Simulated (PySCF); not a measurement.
# SnO: basis, grid and Hamiltonian

Aim: see how much the energy and properties of SnO depend on the numerical set-up.

Method: method and basis as typed in the scripts; program: PySCF 2.14.0.

4 further runs of the same task are left out: 1 for a known fault of the program, 3 that didn't finish.

### 1 The system as given

SnO: 2 atoms, charge 0, spin multiplicity 1.

Bond lengths: Sn1–O2 1.755 Å.

### 2 The run that the others are compared with

The input, input.py:

```python
from pyscf import gto, scf, mp

mol = gto.M(
    atom='Sn 0 0 0; O 0 0 1.755',
    basis='lanl2dz',
    ecp={'Sn': 'lanl2dz'},
    charge=0,
    spin=0,
    verbose=4,
)
mf = scf.RHF(mol)
mf.kernel()
mp.MP2(mf, frozen=1).kernel()
mf.dip_moment()
print('orbital energies (hartree):', mf.mo_energy[..., max(0, mol.nelec[1]-3):mol.nelec[0]+3].round(4))
```

Command:

```
> OMP_NUM_THREADS=1 python input.py
```

The log of this run is left out.

Base result: E(SCF) = -78.075611 Eh, 9 cycles, E(MP2) − E(SCF) = -0.20209 Eh, μ = 5.56 D (of the SCF density).

The bond length is a typed value, not an optimised one.

### 3 Cartesian functions on

Variant 1 changes Cartesian functions: off → on.

The input, input.py:

```python
from pyscf import gto, scf, mp

mol = gto.M(
    atom='Sn 0 0 0; O 0 0 1.755',
    basis='lanl2dz',
    ecp={'Sn': 'lanl2dz'},
    charge=0,
    spin=0,
    cart=True,
    verbose=4,
)
mf = scf.RHF(mol)
mf.kernel()
mp.MP2(mf, frozen=1).kernel()
mf.dip_moment()
print('orbital energies (hartree):', mf.mo_energy[..., max(0, mol.nelec[1]-3):mol.nelec[0]+3].round(4))
```

Command:

```
> OMP_NUM_THREADS=1 python input.py
```

### 4 Sto-3g (core potential off)

Variant 2 changes basis set: lanl2dz → sto-3g; core potential: on → off; frozen orbitals: 1 → 19. The core potential changes with it: totals don't compare.

Edit input.py of step 2 so:

```diff
@@ -4,4 +4,3 @@
     atom='Sn 0 0 0; O 0 0 1.755',
-    basis='lanl2dz',
-    ecp={'Sn': 'lanl2dz'},
+    basis='sto-3g',
     charge=0,
@@ -12,3 +11,3 @@
 mf.kernel()
-mp.MP2(mf, frozen=1).kernel()
+mp.MP2(mf, frozen=19).kernel()
 mf.dip_moment()
```

### 5 Ano-rcc-vdzp (core potential off, X2C on)

Variant 3 changes basis set: lanl2dz → ano-rcc-vdzp; core potential: on → off; spin-free X2C: off → on; frozen orbitals: 1 → 19. The core potential changes with it: totals don't compare.

The input, input.py:

```python
from pyscf import gto, scf, mp

mol = gto.M(
    atom='Sn 0 0 0; O 0 0 1.755',
    basis='ano-rcc-vdzp',
    charge=0,
    spin=0,
    verbose=4,
)
mf = scf.RHF(mol)
mf = mf.sfx2c1e()
mf.kernel()
mp.MP2(mf, frozen=19).kernel()
mf.dip_moment()
print('orbital energies (hartree):', mf.mo_energy[..., max(0, mol.nelec[1]-3):mol.nelec[0]+3].round(4))
```

### 6 Sbkjc

Variant 4 changes basis set: lanl2dz → sbkjc; frozen orbitals: 1 → none. The core potential changes with it: totals don't compare.

Edit input.py of step 2 so:

```diff
@@ -4,4 +4,4 @@
     atom='Sn 0 0 0; O 0 0 1.755',
-    basis='lanl2dz',
-    ecp={'Sn': 'lanl2dz'},
+    basis='sbkjc',
+    ecp={'Sn': 'sbkjc', 'O': 'sbkjc'},
     charge=0,
@@ -12,3 +12,3 @@
 mf.kernel()
-mp.MP2(mf, frozen=1).kernel()
+mp.MP2(mf).kernel()
 mf.dip_moment()
```

What does the calculation give? Wanted: for each run, E(SCF); from base; gap; SCF dipole; after the SCF.

As calculated:

```csv
run,E(SCF) (hartree),from base (eV),cycles,gap (eV),SCF dipole (D),functions,after the SCF
base,-78.075611,0,9,10.97,5.56,17,"MP2 correlation -5.499 eV, core frozen"
Cartesian functions on,-78.075611,0.0000,9,10.97,5.56,17,"MP2 correlation -5.499 eV, core frozen"
sto-3g (core potential off),-6037.054249,not comparable,9,12.12,1.72,32,"MP2 correlation -4.494 eV, core frozen"
"ano-rcc-vdzp (core potential off, X2C on)",-6248.633662,not comparable,11,11.05,5.26,57,"MP2 correlation -16.797 eV, core frozen"
sbkjc,-18.922505,not comparable,9,10.83,5.29,16,MP2 correlation -5.182 eV
```

What this shows: With Cartesian functions on the SCF ends at the base energy. The basis has no d shells, so the Cartesian switch can't act. The dearest run is “ano-rcc-vdzp (core potential off, X2C on)”, at 5.1 s against 0.57 s.
